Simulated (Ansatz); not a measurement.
I need Wannier functions of the valence bands of ScF3, space group Pm-3m. Use Ansatz 0.2.0 through its Python package. Use: PBEsol, PAW, the default cutoff (420 eV here), 6×6×6 k-points, fixed occupations.

```yaml
crystal:
  lattice:
    - [4.01245, 0.00000, 0.00000]
    - [0.00000, 4.01245, 0.00000]
    - [0.00000, 0.00000, 4.01245]
  atoms:
    - { symbol: Sc, position: [0.00000, 0.00000, 0.00000] }
    - { symbol: F, position: [0.50000, 0.00000, 0.00000] }
    - { symbol: F, position: [0.00000, 0.50000, 0.00000] }
    - { symbol: F, position: [0.00000, 0.00000, 0.50000] }
```

Script `wannier_scf3.py`:
```python
# -*- coding: utf-8 -*-
"""Localising the top valence bands of ScF3."""

from pathlib import Path
import warnings

import ansatz as az
import tomllib

warnings.simplefilter("ignore", az.DeckWarning)

cell = (
    az.Lattice.of((4.01245, 0.0, 0.0), (0.0, 4.01245, 0.0), (0.0, 0.0, 4.01245))
    .atom("Sc", (0.0, 0.0, 0.0))
    .atom("F", (0.5, 0.0, 0.0))
    .atom("F", (0.0, 0.5, 0.0))
    .atom("F", (0.0, 0.0, 0.5))
)

calc = (
    cell.calculation()
    .functional("PBEsol")
    .kpoints(6, 6, 6)
    .occupations("fixed")
    .wannier(mesh=(4, 4, 4), projections=[az.TrialShell("F", "p")], minimise=True)
)
outcome = calc.run(threads=1, backend="cpu", runs_dir="w90")
spreads = tomllib.loads(Path(outcome.output_folder, "results", "wannier.spreads.toml").read_text())
print("converged:", spreads["converged"], "in", spreads["n_iter"], "steps; least projectability", round(spreads["least_projectability"], 3))
print("invariant, diagonal, off-diagonal spread (A^2):", *(round(spreads[k], 4) for k in ("omega_i_ang2", "omega_d_ang2", "omega_od_ang2")))
for function in spreads["wannier"]:
    print("centre", [round(v, 3) for v in function["r"]], "spread", round(function["spread"], 4))
```

```console
$ python wannier_scf3.py
converged: True in 7 steps; least projectability 0.89
invariant, diagonal, off-diagonal spread (A^2): 5.9594 0.0 0.0138
centre [-0.0, -0.0, 2.006] spread 0.6109
centre [0.0, 2.006, 0.0] spread 0.6109
centre [2.006, 0.0, -0.0] spread 0.6109
centre [-0.0, -0.0, 2.006] spread 0.6109
centre [0.0, 2.006, 0.0] spread 0.6109
centre [2.006, 0.0, -0.0] spread 0.6109
centre [-0.0, 0.0, 2.006] spread 0.7694
centre [2.006, 0.0, 0.0] spread 0.7694
centre [0.0, 2.006, -0.0] spread 0.7694
```

Spin is left out of this run. The structure is a deposited one; some such entries were measured under pressure or heat, so a shift against it needn't be the functional's error alone. The whole script took 3 s on 1 thread of Arm Neoverse V2 (shared host), peak memory 0.35 GiB.
